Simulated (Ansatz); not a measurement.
# CH₆AlFGe: how energies converge with the basis set

The task here is to estimate one member of a computed series from the others.

The runs use Ansatz 0.2.0, Gaussian basis; one geometry, several basis sets.

Levels to be run: PBE0-D4/def2-SVP; ωB97M-V/def2-SVP; PBE0-D4/def2-QZVPP; ωB97M-V/def2-QZVPP; the functionals' def2-TZVPP values are taken from earlier runs.

### Structure used throughout

An earlier PBE0-D4 in a triple-zeta def2 set relaxation fixed the geometry.

SMILES `[CH3][Al]([F])[GeH3]`, 10 atoms, charge 0, spin multiplicity 1.

Atoms are counted from 1 here; the program's logs count them from 0.

Bond lengths: C1–Al2 1.940 Å, C1–H5 1.095 Å, C1–H6 1.095 Å, C1–H7 1.092 Å, Al2–F3 1.656 Å, Al2–Ge4 2.472 Å, Ge4–H8 1.541 Å, Ge4–H9 1.541 Å, Ge4–H10 1.541 Å. Angles: Al2–C1–H5 110.6°, Al2–C1–H6 110.5°, Al2–C1–H7 112.5°, H5–C1–H6 106.7°, H5–C1–H7 108.2°, H6–C1–H7 108.0°, C1–Al2–F3 117.4°, C1–Al2–Ge4 127.9°, F3–Al2–Ge4 114.7°, Al2–Ge4–H8 111.7°, Al2–Ge4–H9 111.8°, Al2–Ge4–H10 112.3°, H8–Ge4–H9 106.7°, H8–Ge4–H10 107.0°, H9–Ge4–H10 107.0°.

Geometry (Å):

```xyz
10

C     0.0836    1.4973   -1.2999
Al    0.7429    0.2308    0.0139
F     2.3458    0.3202    0.4216
Ge   -0.5260   -1.5373    1.1867
H     0.6485    1.4139   -2.2338
H     0.2151    2.5240   -0.9433
H    -0.9747    1.3513   -1.5281
H     0.0481   -2.9381    0.8995
H    -0.4904   -1.3480    2.7154
H    -2.0100   -1.5653    0.7708
```

Set-up of the first run:

The input, in.yaml:

```yaml
crystal:
  periodic: [false, false, false]
  atoms:
    - {symbol: C, position_ang: [0.083568, 1.497300, -1.299866]}
    - {symbol: Al, position_ang: [0.742945, 0.230794, 0.013924]}
    - {symbol: F, position_ang: [2.345847, 0.320206, 0.421586]}
    - {symbol: Ge, position_ang: [-0.525960, -1.537260, 1.186655]}
    - {symbol: H, position_ang: [0.648510, 1.413865, -2.233764]}
    - {symbol: H, position_ang: [0.215145, 2.524049, -0.943254]}
    - {symbol: H, position_ang: [-0.974682, 1.351344, -1.528092]}
    - {symbol: H, position_ang: [0.048132, -2.938097, 0.899463]}
    - {symbol: H, position_ang: [-0.490363, -1.348015, 2.715439]}
    - {symbol: H, position_ang: [-2.010041, -1.565287, 0.770809]}
basis:
  gaussian: {orbitals: def2-SVP}
hamiltonian: {xc: pbe0, dispersion: d4}
output: {orbitals: {seedname: orbitals}}
```

On the command line:

```console
ansatz run in.yaml --threads 4 --pin off --events-out ev --progress --plain --max-ram 10444MiB
```

Steps of the session up to this table: PBE0-D4 in def2-SVP; ωB97M-V in def2-SVP; PBE0-D4 in def2-QZVPP; ωB97M-V in def2-QZVPP.

One table of the session follows, with a row left open; its other results are not shown here.

```
functional       basis  HOMO (eV)
   PBE0-D4    def2-SVP      -7.55
   PBE0-D4  def2-TZVPP      -7.57
   PBE0-D4  def2-QZVPP      -7.58
   ωB97M-V    def2-SVP          ?
   ωB97M-V  def2-TZVPP      -9.59
   ωB97M-V  def2-QZVPP      -9.60
```

Q: Estimate the row for ωB97M-V, def2-SVP from the others.

**Answer.** HOMO (eV): -9.55. In the column «HOMO (eV)» it lies between ωB97M-V, def2-TZVPP (-9.59) and PBE0-D4, def2-QZVPP (-7.58).
